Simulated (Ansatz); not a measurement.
# C2H9NOSi: up Jacob's ladder to CCSD(T)

An exercise on one series of results from a longer session: the logs are not shown, and one member is left open.

Method: functionals in def2-TZVPP, the program's frozen cores in correlated methods; program: Ansatz 0.2.0, Gaussian basis.

Levels to be run: LDA (SPW92), PBE-D4, revPBE-D4, BLYP-D4, r2SCAN-D4, B97M-V, PBE0-D4, B3LYP-D4, r2SCANh-D4, r2SCAN0-D4, HSE06-D4, BHLYP-D4, CAM-B3LYP-D4, LC-ωPBE, ωB97X-V, ωB97M-V, B2PLYP, PBE-QIDH; CCSD(T)/def2-SVP; CCSD(T)/def2-TZVPP; MP2/def2-QZVPP; extrapolation to the limit; RPA on PBE.

### The geometry

The geometry comes from an earlier relaxation with PBE0-D4 in a triple-zeta def2 set; it is a stationary point, not always the lowest conformer.

SMILES `CN[SiH](C)O`, 14 atoms, charge 0, spin multiplicity 1.

Atoms are counted from 1 here; the program's logs count them from 0.

Bond lengths: C1–N2 1.445 Å, C1–H6 1.097 Å, C1–H7 1.095 Å, C1–H8 1.093 Å, N2–Si3 1.710 Å, N2–H9 1.006 Å, Si3–C4 1.857 Å, Si3–O5 1.653 Å, Si3–H10 1.491 Å, C4–H11 1.092 Å, C4–H12 1.093 Å, C4–H13 1.092 Å, O5–H14 0.958 Å. Angles: N2–C1–H6 113.0°, N2–C1–H7 111.8°, N2–C1–H8 109.7°, H6–C1–H7 107.9°, H6–C1–H8 107.3°, H7–C1–H8 106.8°, C1–N2–Si3 126.0°, C1–N2–H9 114.6°, Si3–N2–H9 118.5°, N2–Si3–C4 114.4°, N2–Si3–O5 112.0°, N2–Si3–H10 103.7°, C4–Si3–O5 103.4°, C4–Si3–H10 112.0°, O5–Si3–H10 111.6°, Si3–C4–H11 110.8°, Si3–C4–H12 110.8°, Si3–C4–H13 110.8° and more.

The first run:

in.yaml reads:

```yaml
crystal:
  periodic: [false, false, false]
  atoms:
    - {symbol: C, position_ang: [-0.976004, 1.625132, 0.330825]}
    - {symbol: N, position_ang: [0.359034, 1.076323, 0.404977]}
    - {symbol: Si, position_ang: [0.861414, -0.434342, -0.219505]}
    - {symbol: C, position_ang: [-0.190850, -1.871807, 0.306489]}
    - {symbol: O, position_ang: [0.777589, -0.481731, -1.870034]}
    - {symbol: H, position_ang: [-1.518320, 1.561677, 1.282244]}
    - {symbol: H, position_ang: [-0.968415, 2.674021, 0.016034]}
    - {symbol: H, position_ang: [-1.558622, 1.076576, -0.413076]}
    - {symbol: H, position_ang: [0.983137, 1.574889, 1.016489]}
    - {symbol: H, position_ang: [2.266114, -0.565410, 0.262128]}
    - {symbol: H, position_ang: [-0.157910, -1.999772, 1.390905]}
    - {symbol: H, position_ang: [-1.232956, -1.718803, 0.013307]}
    - {symbol: H, position_ang: [0.152615, -2.796934, -0.162166]}
    - {symbol: H, position_ang: [1.190275, 0.250981, -2.329916]}
basis:
  gaussian: {orbitals: def2-TZVPP}
hamiltonian: {xc: lda}
output: {orbitals: {seedname: orbitals}}
```

Among the steps run: LDA; PBE-D4 (GGA); revPBE-D4 (GGA); BLYP-D4 (GGA); r2SCAN-D4 (meta-GGA); B97M-V (meta-GGA); PBE0-D4 (hybrid); B3LYP-D4 (hybrid); r2SCANh-D4 (hybrid); r2SCAN0-D4 (hybrid); HSE06-D4 (hybrid); BHLYP-D4 (hybrid); CAM-B3LYP-D4 (range-separated); LC-ωPBE (range-separated); ωB97X-V (range-separated); ωB97M-V (range-separated); B2PLYP (double hybrid); PBE-QIDH (double hybrid).

One of the session's tables, all rows but one given; the rest of the session is left out.

It belongs to the step «Frontier levels by functional». 

| functional | HOMO (eV) | LUMO (eV) | gap (eV) |
| --- | --- | --- | --- |
| LDA (SPW92) | ? | ? | ? |
| PBE-D4 | -5.37 | 0.07 | 5.44 |
| revPBE-D4 | -5.32 | 0.15 | 5.46 |
| BLYP-D4 | -5.27 | 0.05 | 5.32 |
| r2SCAN-D4 | -5.63 | 0.74 | 6.37 |
| B97M-V | -5.76 | 0.26 | 6.03 |
| PBE0-D4 | -6.75 | 0.91 | 7.66 |
| B3LYP-D4 | -6.53 | 0.56 | 7.09 |
| r2SCANh-D4 | -6.15 | 0.99 | 7.15 |
| r2SCAN0-D4 | -6.94 | 1.35 | 8.29 |
| HSE06-D4 | -6.35 | 0.54 | 6.88 |
| BHLYP-D4 | -8.07 | 1.53 | 9.60 |
| CAM-B3LYP-D4 | -8.18 | 1.67 | 9.85 |
| LC-ωPBE | -9.55 | 2.99 | 12.53 |
| ωB97X-V | -9.19 | 2.77 | 11.97 |
| ωB97M-V | -9.11 | 2.32 | 11.43 |

Q: Estimate the row for LDA (SPW92) from the others.

As computed: HOMO (eV): -5.51; LUMO (eV): -0.09; gap (eV): 5.42. In the column «HOMO (eV)» it lies between r2SCAN-D4 (-5.63) and PBE-D4 (-5.37).
